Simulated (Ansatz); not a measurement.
# Sn: the cost of one run

Method: DFT PBEsol, scalar-relativistic, plane waves, PAW, in Ansatz 0.2.0.

2 further runs of the same task are left out: 2 that didn't finish.

## Step 1: The starting structure

The structure is tetragonal, space group I4_1/amd (No. 141). The conventional cell has a = 5.929 Å, b = 5.929 Å, c = 3.233 Å, α = 90.00°, β = 90.00°, γ = 90.00°. Around Sn (site symmetry -4m2) lie 6 Sn at 3.07 to 3.23 Å.

Structure file:

```
Sn
1.0
    -2.96432    2.96432    1.61635
     2.96432   -2.96432    1.61635
     2.96432    2.96432   -1.61635
Sn
2
Direct
  0.75000 0.25000 0.50000
  0.00000 0.00000 0.00000
```

It goes back to an entry of the Materials Project.

It is the result of an earlier relaxation at this level (volume 28.41 Å³/atom; gap on the mesh: none (metal)).

## Step 2: Relaxing with PBEsol

input.yaml reads:

```yaml
crystal:
  lattice:
    - [-2.9643162528, 2.9643162528, 1.6163469659]
    - [2.9643162528, -2.9643162528, 1.6163469659]
    - [2.9643162528, 2.9643162528, -1.6163469659]
  atoms:
    - { symbol: Sn, position: [0.75, 0.25, 0.5] }
    - { symbol: Sn, position: [0.0, 0.0, 0.0] }
basis:
  ecutwfc: 420
kpoints:
  mp_grid: { grid: [14, 14, 14] }
hamiltonian:
  xc: pbesol
scf:
  occupations: { method: gaussian, width: 0.1 }
output:
  forces: true
  stress: true
  eigenvalues: true
relax:
  adjacent_minimum: "off"
  f_tol: 0.005
  max_steps: 50
  cell: { stress_tol: 0.05 }
```

Started as:

```
ansatz run input.yaml --threads 1 --pin off --max-ram 2560MiB --backend cpu --events-out ev --progress --plain --runs-dir out
```

Q: Estimate wall time and peak memory on 1 thread of AMD EPYC 7R43 (Zen 3), shared host.

About 58 s, with a peak of 0.55 GiB.
